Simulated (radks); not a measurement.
# Ionisation of I²⁷⁺: one atom, several choices of exchange strength α

One table from this session's results is given with a row withheld; the runs are named, their logs left out.

Method: Dirac Kohn-Sham, spin-unpolarised, spherical densities, finite nucleus; open shells are shared between the two j in proportion to 2j + 1. Code: radks (a radial shooting solver on a logarithmic mesh, Libxc functionals) version 1.

## The system

```
element       : iodine (Z = 53)
charge        : +27
electrons     : 26
configuration : [Ar] 3d8
ion           : I²⁸⁺, [Ar] 3d7
choices       : α = 0.561; α = 0.667; α = 0.902; α = 0.995; α = 1; α = 1.034
```

Outer shells as boxes (Hund's rule):

I²⁷⁺
```
[Ar] core
3d [↑↓][↑↓][↑↓][↑ ][↑ ]
```

I²⁸⁺
```
[Ar] core
3d [↑↓][↑↓][↑ ][↑ ][↑ ]
```

The first run:

Settings of this run:

```text
Z 53
configuration [Ar] 3d8
relativity Dirac
functional xalpha 0.561
spin unpolarised
j_filling average
nucleus finite rms 4.75 fm
c 137.035999084
```

Among the steps run: α = 0.561: I²⁷⁺.

One of the session's tables, all rows but one given; the rest of the session is left out.

It belongs to the step «α = 0.561: I²⁷⁺». From the orbitals of this run (lengths in bohr):

| level | <r> | outermost maximum (interpolated) | 90 % within | nodes |
| --- | --- | --- | --- | --- |
| 2s1/2 | 0.1167 | 0.0993 | 0.181 | 1 |
| 2p1/2 | ? | ? | ? | ? |
| 2p3/2 | 0.1040 | 0.0809 | 0.169 | 0 |
| 3s1/2 | 0.3053 | 0.282 | 0.447 | 2 |
| 3p1/2 | 0.2939 | 0.267 | 0.440 | 1 |
| 3p3/2 | 0.3042 | 0.277 | 0.454 | 1 |
| 3d3/2 | 0.2716 | 0.222 | 0.422 | 0 |
| 3d5/2 | 0.2748 | 0.225 | 0.427 | 0 |

Estimate the missing values for 2p1/2.

As computed: <r>: 0.09836; outermost maximum (interpolated): 0.0761; 90 % within: 0.161; nodes: 0. In the column «<r>» it is the lowest.

To keep in mind: Spin polarisation and multiplet splitting are left out, so open shells lie too high by an amount that depends on their filling.
